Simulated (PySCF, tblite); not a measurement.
**CH5BF2N2O: infrared bands, NMR shifts and spin-spin couplings**

Aim: predict the infrared bands, NMR shifts and spin-spin couplings of CH5BF2N2O (`NB(N)OC(F)F`).

Programs: tblite 0.8.0 and PySCF 2.14.0, with density-fitted response routines of our own. Each step states its level of theory. These are calculated values for one molecule in the gas phase, unless marked as measured. Atoms are numbered from 0 throughout.

### 1 The starting structure

12 atoms, charge 0, multiplicity 1; geometry from: GFN2-xTB.

Bonds of the start (Å): N0–B1 1.40, B1–N2 1.41, B1–O3 1.41, O3–C4 1.32, C4–F5 1.37, C4–F6 1.35, N0–H7 1.00, N0–H8 1.00, N2–H9 1.00, N2–H10 1.00, C4–H11 1.11.

### 2 Infrared spectrum with GFN2-xTB

What the job is given:

```
{"job": {"kind": "ir", "xc": "GFN2-xTB", "basis": "xTB"}, "charge": 0, "multiplicity": 1}
N     -1.375987     1.419810     0.389900
B     -0.555967     0.341980     0.038887
N     -1.059904    -0.870107    -0.464392
O      0.819124     0.542038     0.264580
C      1.719433    -0.419387     0.147247
F      1.829933    -0.895510    -1.134338
F      2.941868     0.074491     0.438731
H     -2.367735     1.443184     0.250470
H     -0.991596     2.265820     0.765472
H     -2.033532    -0.999152    -0.667535
H     -0.482166    -1.595811    -0.846481
H      1.557726    -1.308041     0.791434
```

**Question.** This job is followed by: GIAO PBE0/pcSseg-1 NMR shielding, non-relativistic, gas phase; B3LYP/pcJ-1 indirect spin-spin coupling, non-relativistic, gas phase. Predict these results of the whole session: strongest single infrared mode (GFN2-xTB); zero-point energy (GFN2-xTB); 13C shifts against TMS (PBE0/pcSseg-1); 1H shifts against TMS (PBE0/pcSseg-1, means over atoms taken as alike); 15N shifts against NH3 (PBE0/pcSseg-1, means over atoms taken as alike); 11B shifts against BF3·OEt2 (PBE0/pcSseg-1); 17O shifts against H2O (PBE0/pcSseg-1); 19F shifts against CFCl3 (PBE0/pcSseg-1, means over atoms taken as alike); largest coupling of the table (B3LYP/pcJ-1).

As calculated:

```
                                                                 quantity                     value
                                strongest single infrared mode (GFN2-xTB)     1236 cm⁻¹, 663 km/mol
                                             zero-point energy (GFN2-xTB)             51.1 kcal/mol
                                   13C shifts against TMS (PBE0/pcSseg-1)                 121.7 ppm
   1H shifts against TMS (PBE0/pcSseg-1, means over atoms taken as alike)            6.71, 1.95 ppm
  15N shifts against NH3 (PBE0/pcSseg-1, means over atoms taken as alike)                  48.8 ppm
                              11B shifts against BF3·OEt2 (PBE0/pcSseg-1)                  19.6 ppm
                                   17O shifts against H2O (PBE0/pcSseg-1)                 147.4 ppm
19F shifts against CFCl3 (PBE0/pcSseg-1, means over atoms taken as alike)                 -88.9 ppm
                              largest coupling of the table (B3LYP/pcJ-1)  1J(C,F) C4–F5, -312.1 Hz
```

All 30 modes are real, so the xTB geometry is a minimum. The strongest single mode, at 1236 cm⁻¹, is carried by B1, O3, C4. Unscaled tight-binding wavenumbers are off by several per cent, some by more. Its intensities can rank the bands wrongly. At PBE0/pcSseg-1: The widest tensor belongs to F5, F6: span 189 ppm, with a paramagnetic part of -212 ppm. In the run at B3LYP/pcJ-1, the largest coupling of the table is C4–F5 (mean over like pairs), -312.1 Hz, of which the Fermi-contact term gives -302.4 Hz. Couplings across rotatable bonds belong to this one conformer; where others are populated, the observed values are averages. Density functionals describe couplings to fluorine poorly, F–F couplings above all, so those rows are rough.
